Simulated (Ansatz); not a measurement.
# C2HClFIn (SMILES C#[C][In]([F])[Cl]): BLYP/def2-SVP (core potential)

What is the energy change on altering one bond length of C2HClFIn at BLYP/def2-SVP (core potential)? 

The results are computed with Ansatz 0.2.0.

117 further runs of the same task are left out: 1 that didn't finish, 116 set aside as unsound or not needed.

## (1) Starting point

C2HClFIn: 6 atoms, total charge 0, spin state singlet. As SMILES, `C#[C][In]([F])[Cl]`. The shape is that of a PBE0-D4/def2-TZVP optimisation.

Bond lengths: C1–C2 1.206 Å, C2–In3 2.048 Å, In3–F4 1.933 Å, In3–Cl5 2.293 Å, C1–H6 1.067 Å. Angles: C1–C2–In3 179.4°, C2–In3–F4 120.7°, C2–In3–Cl5 127.6°, F4–In3–Cl5 111.7°, C2–C1–H6 179.8°.

## (2) The energy at BLYP/def2-SVP (core potential)

File run.yaml:

```yaml
crystal:
  periodic: [false, false, false]
  atoms:
    - {symbol: C, position_ang: [1.088300, 0.340300, 1.700800]}
    - {symbol: C, position_ang: [0.438900, 0.120100, 0.708700]}
    - {symbol: In, position_ang: [-0.655800, -0.235700, -0.984700]}
    - {symbol: F, position_ang: [-1.773600, -1.806600, -1.123700]}
    - {symbol: Cl, position_ang: [-0.759200, 1.049500, -2.880900]}
    - {symbol: H, position_ang: [1.661500, 0.532400, 2.579900]}
basis:
  gaussian:
    orbitals: def2-SVP
accuracy: high
hamiltonian:
  xc: {name: BLYP}
output:
  orbitals: {seedname: orbitals}
```

The run is started by

```
$ ansatz run run.yaml --threads 1 --pin off --max-ram 3480MiB --events-out events.jsonl --progress --plain --runs-dir runs
```

Log:

```text
Warning: RAYON_NUM_THREADS=1 ignored (pool sized by the plan → 1); use --threads N
Functional definition: BLYP
  name "BLYP"
  parameter beta = 0.0042
  parameter a = 0.04918
  parameter b = 0.132
  parameter c = 0.2533
  parameter d = 0.349
  exchange = b88_x(beta = beta)
  correlation = lyp_c(a = a, b = b, c = c, d = d)
1941 factors; integrals over basis functions are off by at most 3.4e-9 eV
mean field evaluation 1: about -22483.2827 eV, gradient 6.4e1 eV
mean field evaluation 2: about -22421.1571 eV, gradient 1.8e2 eV
mean field evaluation 4: about -22492.4296 eV, gradient 2.1e1 eV
mean field evaluation 8: about -22493.4360 eV, gradient 7.2e-1 eV
mean field evaluation 16: about -22493.4311 eV, gradient 3.2e-5 eV
mean field -22493.43114723 eV, -826.6183480654 hartree, gradient 5.0e-8 eV, S^2 0.000000; 0 other end points of the search recorded, 0 dependent functions left out
reference -22493.43120439 eV, -826.6183501659 hartree; 30, 30 occupied and 61, 61 virtual orbitals, 1941 factors
Total energy: -22493.43120439 eV, -826.6183501659 hartree
```

Wall time 7.2 s (1 thread of Arm Neoverse V2, shared host); peak memory 0.23 GiB.

## (3) The distorted shape, same level

File job.yaml:

```yaml
crystal:
  periodic: [false, false, false]
  atoms:
    - {symbol: C, position_ang: [1.119318, -0.045235, 2.269623]}
    - {symbol: C, position_ang: [0.469918, -0.265435, 1.277523]}
    - {symbol: In, position_ang: [-0.624782, -0.621235, -0.415877]}
    - {symbol: F, position_ang: [-1.742582, -2.192135, -0.554877]}
    - {symbol: Cl, position_ang: [-0.759200, 1.049500, -2.880900]}
    - {symbol: H, position_ang: [1.692518, 0.146865, 3.148723]}
basis:
  gaussian: {orbitals: def2-SVP}
accuracy: high
output: {orbitals: {seedname: orbitals}}
hamiltonian: {xc: {name: BLYP}}
```

The run is started by

```
$ ansatz run job.yaml --threads 1 --pin off --max-ram 3480MiB --events-out events.jsonl --progress --plain --runs-dir runs
```

Log:

```text
Warning: RAYON_NUM_THREADS=1 ignored (pool sized by the plan → 1); use --threads N
Functional definition: BLYP
  name "BLYP"
  parameter beta = 0.0042
  parameter a = 0.04918
  parameter b = 0.132
  parameter c = 0.2533
  parameter d = 0.349
  exchange = b88_x(beta = beta)
  correlation = lyp_c(a = a, b = b, c = c, d = d)
1913 factors; integrals over basis functions are off by at most 1.5e-8 eV
mean field evaluation 1: about -22481.1529 eV, gradient 6.5e1 eV
mean field evaluation 2: about -22409.7717 eV, gradient 1.8e2 eV
mean field evaluation 4: about -22490.2503 eV, gradient 2.5e1 eV
mean field evaluation 8: about -22492.3308 eV, gradient 4.7e-1 eV
mean field evaluation 16: about -22492.3270 eV, gradient 1.6e-4 eV
mean field -22492.32696007 eV, -826.5777699357 hartree, gradient 1.8e-8 eV, S^2 0.000000; 0 other end points of the search recorded, 0 dependent functions left out
reference -22492.32701769 eV, -826.5777720533 hartree; 30, 30 occupied and 61, 61 virtual orbitals, 1913 factors
Total energy: -22492.32701769 eV, -826.5777720533 hartree
```

Wall time 6.9 s (1 thread of Arm Neoverse V2, shared host); peak memory 0.23 GiB.

## (4) Outcome

Level: BLYP/def2-SVP (core potential).

| quantity | value |
| --- | --- |
| first shape: total energy | -826.61835 Eh |
| first shape: HOMO energy | -7.33 eV |
| first shape: LUMO energy | -2.57 eV |
| first shape: HOMO–LUMO gap | 4.75 eV |
| distorted shape: total energy | -826.57777 Eh |
| distorted shape: HOMO energy | -6.16 eV |
| distorted shape: LUMO energy | -4.33 eV |
| distorted shape: HOMO–LUMO gap | 1.83 eV |
| energy change with the In3–Cl5 bond stretched from 2.293 to 2.981 Å | 1.104 eV |

In words: With the In3–Cl5 bond stretched from 2.293 to 2.981 Å the energy rises by 1.10 eV (107 kJ/mol). The first shape isn't relaxed at this level, so the change isn't measured from a minimum.
